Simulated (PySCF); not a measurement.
# C4H6GeO: the cost of one run

Computed with PySCF 2.14.0, with density-fitted response routines of our own, on a single molecule in the gas phase. Atoms count from 0, in the outputs and in this text.

**1. The starting structure**

12 atoms, charge 0, multiplicity 1; geometry from: GFN2-xTB. The atoms were then displaced at random by about 0.01 Å, so the start is not that level's minimum.

Bonds of the start (Å): C0–C1 1.31, C1–C2 1.45, C2–C3 1.31, C3–O4 1.31, O4–Ge5 1.79, C3–C1 1.44, C0–H6 1.10, C0–H7 1.05, C2–H8 1.08, Ge5–H9 1.50, Ge5–H10 1.49, Ge5–H11 1.49.

**2. Optimising the geometry at PBE0-D3(BJ)/def2-SVP**

What the job is given:

```
{"job": {"xc": "PBE0", "basis": "def2-SVP", "d3": "d3bj", "grid": 1, "shake": 0.01, "kind": "geom"}, "charge": 0, "multiplicity": 1}
C      0.139540    -1.621310    -1.521590
C      0.369430    -1.285510    -0.278680
C      0.842740    -1.553690     1.060950
C      0.402990    -0.342220     0.814820
O      0.076580     0.853860     1.249560
Ge    -0.664600     2.178900     0.295860
H     -0.316900    -0.881950    -2.198430
H      0.357330    -2.564480    -1.929760
H      1.299830    -2.233300     1.770730
H     -2.006070     1.708100    -0.168850
H      0.245560     2.492640    -0.835050
H     -0.706740     3.220690     1.363800
```

Command:

```sh
$ OMP_NUM_THREADS=1 python probes_run.py task.json out
```

This one command runs all jobs of the session in turn.

**Question.** How long does this first job take on 1 thread of Arm Neoverse V2, shared host, and how much memory does it need?

About 61 s, with a peak of 0.57 GiB.
